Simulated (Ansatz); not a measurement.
**YCo2Ge2 (I4/mmm): energies of magnetic orders**

Which of a few magnetic orders of YCo2Ge2 (I4/mmm) is lowest at one geometry?

Computed with Ansatz 0.2.0 (DFT LDA, scalar-relativistic, plane waves, PAW, unless a step's input says otherwise).

### 1 The system as given

The structure is tetragonal, space group I4/mmm (No. 139). Conventional cell: a = 3.864 Å, b = 3.864 Å, c = 9.927 Å, α = 90.00°, β = 90.00°, γ = 90.00°. Y (site symmetry 4/mmm) has 8 Ge at 3.01 Å and 8 Co at 3.15 Å as nearest neighbours. Co (site symmetry -4m2) is surrounded by 4 Ge at 2.28 Å. Ge (site symmetry 4mm) has 4 Co at 2.28 Å and 1 Ge at 2.54 Å as nearest neighbours.

As a file:

```cif
data_structure
_symmetry_space_group_name_H-M 'I4/mmm'
_symmetry_Int_Tables_number 139
_cell_length_a 3.8637
_cell_length_b 3.8637
_cell_length_c 9.9274
_cell_angle_alpha 90.000
_cell_angle_beta 90.000
_cell_angle_gamma 90.000
_cell_volume 148.20
loop_
_atom_site_label
_atom_site_type_symbol
_atom_site_symmetry_multiplicity
_atom_site_Wyckoff_symbol
_atom_site_fract_x
_atom_site_fract_y
_atom_site_fract_z
_atom_site_occupancy
Y1 Y 2 a 0.00000 0.00000 0.00000 1
Co1 Co 4 d 0.00000 0.50000 0.25000 1
Ge1 Ge 4 e 0.50000 0.50000 0.12791 1
```

This cell comes from an earlier session at LDA: 14.820 Å³/atom at 0.00 GPa, on a 14×14×14 mesh.

### 2 Antiferromagnetic, in the cell as typed

The input, input.yaml:

```yaml
crystal:
  lattice:
    - [-1.9318548904, 1.9318548904, 4.963721492]
    - [1.9318548904, -1.9318548904, 4.963721492]
    - [1.9318548904, 1.9318548904, -4.963721492]
  atoms:
    - { symbol: "Y", position: [0.0, 0.0, 0.0] }
    - { symbol: Co, position: [0.75, 0.25, 0.5], spin: 1.5 }
    - { symbol: Co, position: [0.25, 0.75, 0.5], spin: -1.5 }
    - { symbol: Ge, position: [0.6279102605, 0.6279102605, 0.0] }
    - { symbol: Ge, position: [0.3720897395, 0.3720897395, 0.0] }
basis:
  ecutwfc: 420
  ecutrho_ratio: 4
kpoints:
  mp_grid: { grid: [14, 14, 14] }
hamiltonian:
  xc: lda
scf:
  occupations: { method: gaussian, width: 0.05 }
  lower_state_search: "off"
output:
  forces: true
  stress: true
  eigenvalues: true
  populations: true
magnetization:
  spin_polarized: true
```

On the command line:

```
ansatz run input.yaml --threads 2 --pin off --max-ram 5120MiB --backend cpu --events-out ev --progress --plain --runs-dir out
```

What it wrote, cut to the lines that bear on the results:

```text
Warning: RAYON_NUM_THREADS=2 ignored (pool sized by the plan → 2); use --threads N
[...]
Pseudopotentials: kind: paw
Pseudopotential: Y, paw, valence charge 11, recommended cutoff 420 eV (normal), Y.paw.azcp
Pseudopotential: Co, paw, valence charge 17, recommended cutoff 420 eV (normal), Co.paw.azcp
Pseudopotential: Ge, paw, valence charge 14, recommended cutoff 420 eV (normal), Ge.paw.azcp
Functional definition: SPW92
[...]
Crystal: 5 atoms, lattice volume = 74.100 Å³
Basis set: ecut = 420 eV, 1461 PW (Γ), FFT grids on a1+a3, a2+a3, a3
Bands: 46, of which v1, the nominal top of the filled ones, is band 37 counted from 1 (36 counted from 0)
Symmetry: 8 space group operations
Space group: I-4m2 (ITA 119), of the structure as read, at distance tolerance 4.2e-5 Å
Magnetic group: BNS 139.538 (UNI 1198), of the structure as read, at distance tolerance 4.2e-5 Å
k-points: 244 of 2744 (time reversal used)
[...]
Starting moments: Σ|m| = 3 μB on 2 of 5 sites
Starting magnetic order: antiferromagnet; an inversion exchanges its spin sublattices: spin-degenerate at every k-point
[...]
SCF iter   1: F=—  HF=-22306.261108 eV  |F-HF|=—  |Δ(HF+E_count)|=         —  Δρ=5.74e-2 (↑5.74e-2 ↓5.74e-2)  dr2=1.35e0  dr2_m=1.79e0  M=0.000 μB ∫|m|=1.506 μB  β_m=0.30  ethr=1.84e-3  ⟨swp⟩=1.4  Hψ=99091  notcnv=0
[...]
spin=Collinear: Kerker preconditioning applied to the charge; magnetization (m = ρ↑ − ρ↓) channel mixes plain (no charge-response kernel on spin).
[...]
WARN: the starting moments were not kept: the SCF closed with an absolute magnetisation of 1.3e-5 μB, where they sum to 3 μB in size (2 sites). That is at most 0.1 of that sum. Measured as dr2_m measures the in/out step, that magnetisation stands 1.7e-10 eV from none, at or under the [...]
SCF converged after 20 iterations
Magnetization: -0.0000 μB (36.5000 up, 36.5000 down)
Absolute magnetization: 0.0000 μB (∫|ρ↑−ρ↓|, with the PAW one-centre terms)
Spin contamination: 0.0000 ħ² per cell (⟨S²⟩ above its minimum at these occupations)
Per-site moments (μB) at R_I (Å): [(8.866826860956715e-9, 1.2427533179036085), (4.648525874464933e-6, 0.9407443636588213), (-6.827944562789761e-6, 0.9407443636588213), (4.043412616059427e-8, 0.9407443636588213), (4.043412614720215e-8, 0.9407443636588213)]
Free energy (F): -22306.156733 eV
[...]
E sigma→0 (E₀):  -22306.154776 eV
Entropy (-TS):   -0.003914 eV (-0.783 meV/atom)
Fermi energy:    15.278975 eV
[...]
--- Forces (eV/Å), atoms counted from 1 ---
  atom   1  Y      0.00000000     0.00000000     0.00000000
  atom   2  Co    -0.00000000    -0.00000000    -0.00000000
  atom   3  Co     0.00000000    -0.00000000     0.00000000
  atom   4  Ge    -0.00000000     0.00000000    -0.00026456
  atom   5  Ge     0.00000000     0.00000000     0.00026456
[...]
--- Stress (GPa, compression-positive) ---
       -0.002823       0.000000       0.000000
        0.000000      -0.002823       0.000000
        0.000000       0.000000       0.006198
  P = ⅓ Tr σ = 0.0002 GPa (0.002 kbar)
--- Band table (eV; the first three rows and the last of 488) ---
[...]
--- Löwdin populations: 5 sites ---
  site symbol       q [e]    m [muB]
     0      Y     10.6876     0.0000
     1     Co     16.5655     0.0000
     2     Co     16.5655    -0.0000
     3     Ge     14.3873     0.0000
     4     Ge     14.3873     0.0000
  spilling = 0.005574 (of n_electrons = 73.000000)
```

Run time: 3.3 min. Hardware: 2 threads of Intel Xeon at 2.70GHz, shared host; peak memory 1.3 GiB.

In short: volume 14.820 Å³/atom, pressure 0.00 GPa, no gap, no moment left.

In this order, neighbours among magnetic atoms: 0 of 4 parallel, 4 of 4 parallel (shell by shell, nearest first).

### 3 Ferromagnetic, larger cell

The input, input.yaml:

```yaml
crystal:
  lattice:
    - [3.8637097808, 0.0, 0.0]
    - [0.0, 3.8637097808, 0.0]
    - [0.0, 0.0, 9.9274429841]
  atoms:
    - { symbol: "Y", position: [0.0, 0.0, 0.0] }
    - { symbol: Co, position: [0.0, 0.5, 0.25], spin: 1.5 }
    - { symbol: Co, position: [0.5, 0.0, 0.25], spin: 1.5 }
    - { symbol: Ge, position: [0.0, 0.0, 0.6279102605] }
    - { symbol: Ge, position: [0.0, 0.0, 0.3720897395] }
    - { symbol: "Y", position: [0.5, 0.5, 0.5] }
    - { symbol: Co, position: [0.5, 1.0, 0.75], spin: 1.5 }
    - { symbol: Co, position: [1.0, 0.5, 0.75], spin: 1.5 }
    - { symbol: Ge, position: [0.5, 0.5, 1.1279102605] }
    - { symbol: Ge, position: [0.5, 0.5, 0.8720897395] }
basis:
  ecutwfc: 420
  ecutrho_ratio: 4
kpoints:
  mp_grid: { grid: [8, 8, 4] }
hamiltonian:
  xc: lda
scf:
  occupations: { method: gaussian, width: 0.05 }
  lower_state_search: "off"
output:
  forces: true
  stress: true
  eigenvalues: true
  populations: true
magnetization:
  spin_polarized: true
```

On the command line:

```
ansatz run input.yaml --threads 2 --pin off --max-ram 5120MiB --backend cpu --events-out ev --progress --plain --runs-dir out
```

What it wrote, cut to the lines that bear on the results:

```text
Warning: RAYON_NUM_THREADS=2 ignored (pool sized by the plan → 2); use --threads N
[...]
[... 5 set-up lines as earlier in the session ...]
[...]
Crystal: 10 atoms, lattice volume = 148.199 Å³
Basis set: ecut = 420 eV, 2929 PW (Γ)
Bands: 92, of which v1, the nominal top of the filled ones, is band 73 counted from 1 (72 counted from 0)
Symmetry: 32 space group operations
Space group: I4/mmm (ITA 139), of the structure as read, at distance tolerance 5.3e-5 Å
Magnetic group: BNS 139.531 (UNI 1191), of the structure as read, at distance tolerance 5.3e-5 Å
k-points: 45 of 256
[...]
Starting moments: Σ|m| = 6 μB on 4 of 10 sites
[...]
WARN: the starting moments were not kept: the SCF closed with an absolute magnetisation of 7.2e-5 μB, where they sum to 6 μB in size (4 sites). That is at most 0.1 of that sum. Measured as dr2_m measures the in/out step, that magnetisation stands 2.6e-9 eV from none, at or under the [...]
  atom   1  Y      0.00000000    -0.00000000     0.00000000
  atom   2  Co    -0.00000000     0.00000000    -0.00000000
  atom   3  Co    -0.00000000     0.00000000     0.00000000
  atom   4  Ge    -0.00000000     0.00000000    -0.02940250
  atom   5  Ge    -0.00000000    -0.00000000     0.02940250
  atom   6  Y      0.00000000    -0.00000000     0.00000000
  atom   7  Co    -0.00000000     0.00000000     0.00000000
  atom   8  Co    -0.00000000     0.00000000    -0.00000000
[...]
--- Stress (GPa, compression-positive) ---
       -0.080734       0.000000       0.000000
       -0.000000      -0.080734       0.000000
        0.000000       0.000000       0.096628
  P = ⅓ Tr σ = -0.0216 GPa (-0.216 kbar)
--- Band table (eV; the first three rows and the last of 90) ---
[...]
--- Löwdin populations: 10 sites ---
  site symbol       q [e]    m [muB]
     0      Y     10.6878     0.0000
     1     Co     16.5662     0.0000
     2     Co     16.5662     0.0000
     3     Ge     14.3870     0.0000
     4     Ge     14.3870     0.0000
     5      Y     10.6878     0.0000
     6     Co     16.5662     0.0000
     7     Co     16.5662     0.0000
     8     Ge     14.3870     0.0000
     9     Ge     14.3870     0.0000
  spilling = 0.005560 (of n_electrons = 146.000000)
```

Run time: 96 s. Hardware: 2 threads of Intel Xeon at 2.70GHz, shared host; peak memory 1.1 GiB.

In short: volume 14.820 Å³/atom, pressure -0.02 GPa, a metal on this mesh, no moment left.

### 4 Antiferromagnetic, propagation vector (1, 1, 1)

input.yaml, as its differences from that of step 3:

```diff
@@ -8,3 +8,3 @@
     - { symbol: Co, position: [0.0, 0.5, 0.25], spin: 1.5 }
-    - { symbol: Co, position: [0.5, 0.0, 0.25], spin: 1.5 }
+    - { symbol: Co, position: [0.5, 0.0, 0.25], spin: -1.5 }
     - { symbol: Ge, position: [0.0, 0.0, 0.6279102605] }
@@ -12,3 +12,3 @@
     - { symbol: "Y", position: [0.5, 0.5, 0.5] }
-    - { symbol: Co, position: [0.5, 1.0, 0.75], spin: 1.5 }
+    - { symbol: Co, position: [0.5, 1.0, 0.75], spin: -1.5 }
     - { symbol: Co, position: [1.0, 0.5, 0.75], spin: 1.5 }
```

On the command line:

```
ansatz run input.yaml --threads 2 --pin off --max-ram 5120MiB --backend cpu --events-out ev --progress --plain --runs-dir out
```

What it wrote, cut to the lines that bear on the results:

```text
Warning: RAYON_NUM_THREADS=2 ignored (pool sized by the plan → 2); use --threads N
[...]
[... 5 set-up lines as earlier in the session ...]
[...]
Crystal: 10 atoms, lattice volume = 148.199 Å³
Basis set: ecut = 420 eV, 2929 PW (Γ)
Bands: 92, of which v1, the nominal top of the filled ones, is band 73 counted from 1 (72 counted from 0)
Symmetry: 16 space group operations
Space group: P42/mmc (ITA 131), of the structure as read, at distance tolerance 5.3e-5 Å
Magnetic group: BNS 131.446 (UNI 1106), of the structure as read, at distance tolerance 5.3e-5 Å
k-points: 45 of 256
[...]
Starting moments: Σ|m| = 6 μB on 4 of 10 sites
Starting magnetic order: antiferromagnet; a translation exchanges its spin sublattices: spin-degenerate at every k-point
[...]
WARN: the starting moments were not kept: the SCF closed with an absolute magnetisation of 2.7e-5 μB, where they sum to 6 μB in size (4 sites). That is at most 0.1 of that sum. Measured as dr2_m measures the in/out step, that magnetisation stands 4.0e-10 eV from none, at or under the [...]
  atom   1  Y      0.00000000     0.00000000     0.00000000
  atom   2  Co     0.00000000     0.00000000     0.00000000
  atom   3  Co     0.00000000     0.00000000    -0.00000000
  atom   4  Ge     0.00000000     0.00000000    -0.02942422
  atom   5  Ge     0.00000000     0.00000000     0.02942422
  atom   6  Y      0.00000000     0.00000000     0.00000000
  atom   7  Co     0.00000000     0.00000000    -0.00000000
  atom   8  Co     0.00000000     0.00000000     0.00000000
[...]
--- Stress (GPa, compression-positive) ---
       -0.080901       0.000000       0.000000
        0.000000      -0.080901       0.000000
        0.000000       0.000000       0.096582
  P = ⅓ Tr σ = -0.0217 GPa (-0.217 kbar)
--- Band table (eV; the first three rows and the last of 90) ---
[...]
--- Löwdin populations: 10 sites ---
  site symbol       q [e]    m [muB]
     0      Y     10.6878    -0.0000
     1     Co     16.5662    -0.0000
     2     Co     16.5662    -0.0000
     3     Ge     14.3870    -0.0000
     4     Ge     14.3870    -0.0000
     5      Y     10.6878    -0.0000
     6     Co     16.5662    -0.0000
     7     Co     16.5662    -0.0000
     8     Ge     14.3870    -0.0000
     9     Ge     14.3870    -0.0000
  spilling = 0.005560 (of n_electrons = 146.000000)
```

It took 79 s on 2 threads of Intel Xeon at 2.70GHz, shared host; peak memory 1.1 GiB.

This gives: volume 14.820 Å³/atom, pressure -0.02 GPa, a metal on this mesh, no moment left.

In this order, neighbours among magnetic atoms: 0 of 4 parallel, 4 of 4 parallel (shell by shell, nearest first).

### 5 Antiferromagnetic, propagation vector (1, 1, 1)

input.yaml, as its differences from that of step 4:

```diff
@@ -8,3 +8,3 @@
     - { symbol: Co, position: [0.0, 0.5, 0.25], spin: 1.5 }
-    - { symbol: Co, position: [0.5, 0.0, 0.25], spin: -1.5 }
+    - { symbol: Co, position: [0.5, 0.0, 0.25], spin: 1.5 }
     - { symbol: Ge, position: [0.0, 0.0, 0.6279102605] }
@@ -13,3 +13,3 @@
     - { symbol: Co, position: [0.5, 1.0, 0.75], spin: -1.5 }
-    - { symbol: Co, position: [1.0, 0.5, 0.75], spin: 1.5 }
+    - { symbol: Co, position: [1.0, 0.5, 0.75], spin: -1.5 }
     - { symbol: Ge, position: [0.5, 0.5, 1.1279102605] }
```

On the command line:

```
ansatz run input.yaml --threads 2 --pin off --max-ram 5120MiB --backend cpu --events-out ev --progress --plain --runs-dir out
```

What it wrote, cut to the lines that bear on the results:

```text
Warning: RAYON_NUM_THREADS=2 ignored (pool sized by the plan → 2); use --threads N
[...]
[... 5 set-up lines as earlier in the session ...]
[...]
Crystal: 10 atoms, lattice volume = 148.199 Å³
Basis set: ecut = 420 eV, 2929 PW (Γ)
Bands: 92, of which v1, the nominal top of the filled ones, is band 73 counted from 1 (72 counted from 0)
[... 1 set-up line as earlier in the session ...]
Space group: P4/nmm (ITA 129), of the structure as read, at distance tolerance 5.3e-5 Å
Magnetic group: BNS 129.422 (UNI 1082), of the structure as read, at distance tolerance 5.3e-5 Å
k-points: 45 of 256
[...]
Starting moments: Σ|m| = 6 μB on 4 of 10 sites
Starting magnetic order: antiferromagnet; a translation exchanges its spin sublattices: spin-degenerate at every k-point
[...]
WARN: the starting moments were not kept: the SCF closed with an absolute magnetisation of 5.5e-5 μB, where they sum to 6 μB in size (4 sites). That is at most 0.1 of that sum. Measured as dr2_m measures the in/out step, that magnetisation stands 1.6e-9 eV from none, at or under the [...]
  atom   1  Y      0.00000000     0.00000000     0.00001391
  atom   2  Co     0.00000000     0.00000000     0.00000000
  atom   3  Co     0.00000000     0.00000000     0.00000000
  atom   4  Ge     0.00000000     0.00000000    -0.02942539
  atom   5  Ge     0.00000000     0.00000000     0.02941962
  atom   6  Y      0.00000000     0.00000000    -0.00001391
  atom   7  Co     0.00000000     0.00000000    -0.00000000
  atom   8  Co     0.00000000     0.00000000     0.00000000
[...]
--- Stress (GPa, compression-positive) ---
       -0.080872       0.000000       0.000000
        0.000000      -0.080872       0.000000
        0.000000       0.000000       0.096617
  P = ⅓ Tr σ = -0.0217 GPa (-0.217 kbar)
--- Band table (eV; the first three rows and the last of 90) ---
[...]
--- Löwdin populations: 10 sites ---
  site symbol       q [e]    m [muB]
     0      Y     10.6878     0.0000
     1     Co     16.5662     0.0000
     2     Co     16.5662     0.0000
     3     Ge     14.3870     0.0000
     4     Ge     14.3870     0.0000
     5      Y     10.6878     0.0000
     6     Co     16.5662     0.0000
     7     Co     16.5662     0.0000
     8     Ge     14.3870     0.0000
     9     Ge     14.3870     0.0000
  spilling = 0.005560 (of n_electrons = 146.000000)
```

Wall time 81 s (2 threads of Intel Xeon at 2.70GHz, shared host); peak memory 1.1 GiB.

Read off: volume 14.820 Å³/atom, pressure -0.02 GPa, no gap, no moment left.

In this order, neighbours among magnetic atoms: 4 of 4 parallel, 4 of 4 parallel (shell by shell, nearest first).

### 6 Ferromagnetic, larger cell

The input, input.yaml:

```yaml
crystal:
  lattice:
    - [1.9318548904, -1.9318548904, -4.963721492]
    - [1.9318548904, -1.9318548904, 4.963721492]
    - [-3.8637097808, -3.8637097808, 0.0]
  atoms:
    - { symbol: "Y", position: [0.0, 0.0, 0.0] }
    - { symbol: Co, position: [-0.5, 0.0, -0.25], spin: 1.5 }
    - { symbol: Co, position: [0.0, 0.5, -0.25], spin: 1.5 }
    - { symbol: Ge, position: [-0.6279102605, 0.6279102605, 0.0] }
    - { symbol: Ge, position: [-0.3720897395, 0.3720897395, 0.0] }
    - { symbol: "Y", position: [0.5, 0.5, 0.5] }
    - { symbol: Co, position: [0.0, 0.5, 0.25], spin: 1.5 }
    - { symbol: Co, position: [0.5, 1.0, 0.25], spin: 1.5 }
    - { symbol: Ge, position: [-0.1279102605, 1.1279102605, 0.5] }
    - { symbol: Ge, position: [0.1279102605, 0.8720897395, 0.5] }
basis:
  ecutwfc: 420
  ecutrho_ratio: 4
kpoints:
  mp_grid: { grid: [6, 6, 6] }
hamiltonian:
  xc: lda
scf:
  occupations: { method: gaussian, width: 0.05 }
  lower_state_search: "off"
output:
  forces: true
  stress: true
  eigenvalues: true
  populations: true
magnetization:
  spin_polarized: true
```

On the command line:

```
ansatz run input.yaml --threads 2 --pin off --max-ram 5120MiB --backend cpu --events-out ev --progress --plain --runs-dir out
```

What it wrote, cut to the lines that bear on the results:

```text
Warning: RAYON_NUM_THREADS=2 ignored (pool sized by the plan → 2); use --threads N
[...]
[... 5 set-up lines as earlier in the session ...]
[...]
Crystal: 10 atoms, lattice volume = 148.199 Å³
Basis set: ecut = 420 eV, 2883 PW (Γ)
Bands: 92, of which v1, the nominal top of the filled ones, is band 73 counted from 1 (72 counted from 0)
[... 2 set-up lines as earlier in the session ...]
Magnetic group: BNS 139.531 (UNI 1191), of the structure as read, at distance tolerance 5.3e-5 Å
k-points: 52 of 216
[...]
Starting moments: Σ|m| = 6 μB on 4 of 10 sites
[...]
WARN: the starting moments were not kept: the SCF closed with an absolute magnetisation of 9.1e-6 μB, where they sum to 6 μB in size (4 sites). That is at most 0.1 of that sum. Measured as dr2_m measures the in/out step, that magnetisation stands 1.4e-11 eV from none, at or under the [...]
  atom   1  Y     -0.00000000    -0.00000000    -0.00000000
  atom   2  Co    -0.00000000    -0.00000000    -0.00000000
  atom   3  Co     0.00000000     0.00000000     0.00000000
  atom   4  Ge    -0.00000000     0.00000000    -0.01154379
  atom   5  Ge    -0.00000000     0.00000000     0.01154379
  atom   6  Y     -0.00000000    -0.00000000    -0.00000000
  atom   7  Co    -0.00000000     0.00000000    -0.00000000
  atom   8  Co     0.00000000     0.00000000     0.00000000
[...]
--- Stress (GPa, compression-positive) ---
       -0.042712       0.012498       0.000000
        0.012498      -0.042712       0.000000
        0.000000       0.000000      -0.042130
  P = ⅓ Tr σ = -0.0425 GPa (-0.425 kbar)
--- Band table (eV; the first three rows and the last of 104) ---
[...]
--- Löwdin populations: 10 sites ---
  site symbol       q [e]    m [muB]
     0      Y     10.6881     0.0000
     1     Co     16.5661    -0.0000
     2     Co     16.5661    -0.0000
     3     Ge     14.3865     0.0000
     4     Ge     14.3865     0.0000
     5      Y     10.6881     0.0000
     6     Co     16.5661    -0.0000
     7     Co     16.5661    -0.0000
     8     Ge     14.3865     0.0000
     9     Ge     14.3865     0.0000
  spilling = 0.005572 (of n_electrons = 146.000000)
```

Run time: 2 min. Hardware: 2 threads of Intel Xeon at 2.70GHz, shared host; peak memory 1.2 GiB.

In short: volume 14.820 Å³/atom, pressure -0.04 GPa, no gap, no moment left.

[end of part 1 of 2]
